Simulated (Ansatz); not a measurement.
# wB97M-V/def2-SVP (core potential) run of SnHClOF2 (SMILES [OH][Sn]([F])([F])[Cl])

What is the energy change on altering one bond length of SnHClOF2 at wB97M-V/def2-SVP (core potential)? 

Program for the calculation: Ansatz 0.2.0.

119 further runs of the same task are left out: 1 that didn't finish, 118 set aside as unsound or not needed. Runs told in other sessions of the task aren't counted.

## (1) The molecule

The species is SnHClOF2 (6 atoms), meant as a singlet with charge 0. As SMILES, `[OH][Sn]([F])([F])[Cl]`. The shape is that of a PBE0-D4/def2-TZVP optimisation. This is one conformer, not always the lowest.

Bond lengths: O1–Sn2 1.922 Å, Sn2–F3 1.884 Å, Sn2–F4 1.892 Å, Sn2–Cl5 2.279 Å, O1–H6 0.962 Å. Angles: O1–Sn2–F3 106.5°, O1–Sn2–F4 110.4°, O1–Sn2–Cl5 114.9°, F3–Sn2–F4 106.2°, F3–Sn2–Cl5 110.3°, F4–Sn2–Cl5 108.2°, Sn2–O1–H6 113.6°.

## (2) The energy at wB97M-V/def2-SVP (core potential)

The input, input.yaml:

```yaml
crystal:
  periodic: [false, false, false]
  atoms:
    - {symbol: O, position_ang: [-0.464000, 0.283900, 1.476300]}
    - {symbol: Sn, position_ang: [0.252400, -0.175700, -0.247500]}
    - {symbol: F, position_ang: [1.982500, -0.856500, 0.056700]}
    - {symbol: F, position_ang: [-0.743300, -1.587100, -1.019700]}
    - {symbol: Cl, position_ang: [0.329400, 1.540600, -1.744400]}
    - {symbol: H, position_ang: [-1.315000, 0.730600, 1.432500]}
basis:
  gaussian:
    orbitals: def2-SVP
output: {orbitals: {seedname: orbitals}}
hamiltonian:
  xc: {name: wB97M-V}
accuracy: high
```

On the command line:

```console
$ ansatz run input.yaml --threads 1 --pin off --max-ram 3480MiB --events-out events.jsonl --progress --plain --runs-dir runs
```

Standard output:

```text
Warning: RAYON_NUM_THREADS=1 ignored (pool sized by the plan → 1); use --threads N
Functional definition: wB97M-V
  name "wB97M-V"
  parameter omega = 0.3/bohr
  parameter cx = 0.15
  parameter cx01 = 1.007
  parameter cx10 = 0.259
  parameter css00 = 0.443
  parameter css04 = -1.437
  parameter css10 = -4.535
  parameter css20 = -3.390
  parameter css43 = 4.278
  parameter cos00 = 1.000
  parameter cos10 = 1.358
  parameter cos20 = 2.924
  parameter cos21 = -8.812
  parameter cos60 = -1.390
  parameter cos61 = 9.142
  parameter b = 6.0
  parameter c = 0.01
  gx(w, u) = 1 - cx + cx01*u + cx10*w
  gss(w, u) = css00 + css04*u^4 + css10*w + css20*w^2 + css43*w^4*u^3
  gos(w, u) = cos00 + cos10*w + (cos20 + cos21*u)*w^2 + (cos60 + cos61*u)*w^6
  exchange = spin_sum(e_x_unif_sr(omega)*gx(b97_w, b97_u_x)) + cx*exact_x_sr(omega) + exact_x_lr(omega)
  correlation = spin_sum(e_c_pw_mod_same_spin*gss(b97_w, b97_u_same))
      + integral(e_c_pw_mod_opposite_spin*gos(b97_w_opposite, b97_u_opposite)) + vv10(b, c)
1947 factors; integrals over basis functions are off by at most 3.3e-9 eV
354 factors; integrals over basis functions are off by at most 1.9e-9 eV
mean field evaluation 1: about -25833.4906 eV, gradient 6.0e1 eV
mean field evaluation 2: about -25831.3736 eV, gradient 7.3e1 eV
mean field evaluation 4: about -25839.9794 eV, gradient 1.7e0 eV
mean field evaluation 8: about -25840.0629 eV, gradient 1.6e-1 eV
mean field evaluation 16: about -25840.0630 eV, gradient 8.0e-5 eV
mean field -25840.06299288 eV, -949.6047999646 hartree, gradient 2.2e-8 eV, S^2 0.000000; 0 other end points of the search recorded, 0 dependent functions left out
reference -25840.06299795 eV, -949.6048001508 hartree; 33, 33 occupied and 58, 58 virtual orbitals, 1947 factors
Total energy: -25840.06299795 eV, -949.6048001508 hartree
```

It took 92 s on 1 thread of Arm Neoverse V2, shared host; peak memory 0.64 GiB.

## (3) The distorted shape

The input, run.yaml:

```yaml
crystal:
  periodic: [false, false, false]
  atoms:
    - {symbol: O, position_ang: [0.216798, -0.073459, 1.511340]}
    - {symbol: Sn, position_ang: [0.933198, -0.533059, -0.212460]}
    - {symbol: F, position_ang: [2.663298, -1.213859, 0.091740]}
    - {symbol: F, position_ang: [-0.062502, -1.944459, -0.984660]}
    - {symbol: Cl, position_ang: [1.010198, 1.183241, -1.709360]}
    - {symbol: H, position_ang: [-1.315000, 0.730600, 1.432500]}
basis:
  gaussian: {orbitals: def2-SVP}
output: {orbitals: {seedname: orbitals}}
accuracy: high
hamiltonian: {xc: {name: wB97M-V}}
```

On the command line:

```console
$ ansatz run run.yaml --threads 1 --pin off --max-ram 3480MiB --events-out events.jsonl --progress --plain --runs-dir runs
```

Standard output, shortened:

```text
Warning: RAYON_NUM_THREADS=1 ignored (pool sized by the plan → 1); use --threads N
[... 2 set-up lines as earlier in the session ...]
[...]
  gx(w, u) = 1 - cx + cx01*u + cx10*w
  gss(w, u) = css00 + css04*u^4 + css10*w + css20*w^2 + css43*w^4*u^3
  gos(w, u) = cos00 + cos10*w + (cos20 + cos21*u)*w^2 + (cos60 + cos61*u)*w^6
[...]
      + integral(e_c_pw_mod_opposite_spin*gos(b97_w_opposite, b97_u_opposite)) + vv10(b, c)
1949 factors; integrals over basis functions are off by at most 3.1e-9 eV
363 factors; integrals over basis functions are off by at most 1.7e-9 eV
[...]
mean field -25836.05114820 eV, -949.4573673919 hartree, gradient 6.8e-8 eV, S^2 0.000000; 0 other end points of the search recorded, 0 dependent functions left out
reference -25836.05115337 eV, -949.4573675821 hartree; 33, 33 occupied and 58, 58 virtual orbitals, 1949 factors
Total energy: -25836.05115337 eV, -949.4573675821 hartree
```

It took 99 s on 1 thread of Arm Neoverse V2, shared host; peak memory 0.64 GiB.

## (4) Summary of results

Level: wB97M-V/def2-SVP (core potential).

```
                                                         quantity          value
                                        first shape: total energy  -949.60480 Eh
                                         first shape: HOMO energy      -12.19 eV
                                         first shape: LUMO energy       -0.52 eV
                                       first shape: HOMO–LUMO gap       11.66 eV
                                    distorted shape: total energy  -949.45737 Eh
                                     distorted shape: HOMO energy      -11.89 eV
                                     distorted shape: LUMO energy       -2.48 eV
                                   distorted shape: HOMO–LUMO gap        9.41 eV
energy change with the O1–H6 bond stretched from 0.962 to 1.732 Å       4.012 eV
```

**Reading.** With the O1–H6 bond stretched from 0.962 to 1.732 Å the energy rises by 4.01 eV (93 kcal/mol). The first shape isn't relaxed at this level, so the change isn't measured from a minimum. A restricted reference can't describe the breaking bond well at this length.
